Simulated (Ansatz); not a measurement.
**WHO (sextet): from Hartree-Fock to the top rungs, def2-QZVPP**

The task here is to estimate one member of a computed series from the others.

Method: def2-QZVPP, core rule «outside noble gas», up to 5 orbitals frozen; program: Ansatz 0.2.0, Gaussian basis.

Plan: UHF; ROHF; CCSD(T) on UHF.

## The geometry

The geometry is a PBE0/def2-TZVP stationary point (not a proven minimum). No spin-orbit coupling is included. Elements past krypton take def2 core potentials.

3 atoms, charge 0, spin multiplicity 6.

Atoms are counted from 1 here; the program's logs count them from 0.

Bond lengths: W1–O2 1.971 Å, W1–H3 1.725 Å. Angles: O2–W1–H3 121.7°.

The first run:

File in.yaml:

```yaml
crystal:
  periodic: [false, false, false]
  atoms:
    - {symbol: W, position_ang: [0.000000, -0.016260, 0.151778]}
    - {symbol: O, position_ang: [0.000000, 0.098866, -1.815880]}
    - {symbol: H, position_ang: [0.000000, 1.396412, 1.141010]}
basis:
  gaussian: {orbitals: "def2-QZVPP.json"}
magnetization: {spin_polarized: true, initial_magnetization: 5}
hamiltonian: {xc: hf}
output: {orbitals: {seedname: orbitals}}
```

Run with:

```console
$ ansatz run in.yaml --threads 1 --pin off --events-out ev --progress --plain --max-ram 4096MiB --backend cpu
```

Among the steps run: UHF; ROHF; CCSD(T) on UHF.

One of the session's tables, all rows but one given; the rest of the session is left out.

| method | from UCCSD(T) (kcal/mol) |
| --- | --- |
| ROHF | ? |
| UHF | +230.74 |
| UMP2 | +22.14 |
| UCCSD | +9.26 |
| UCCSD(T) | 0 |

Q: Estimate the row for ROHF from the others.

**Answer.** from UCCSD(T) (kcal/mol): +238.26. In the column «from UCCSD(T) (kcal/mol)» it is the highest.
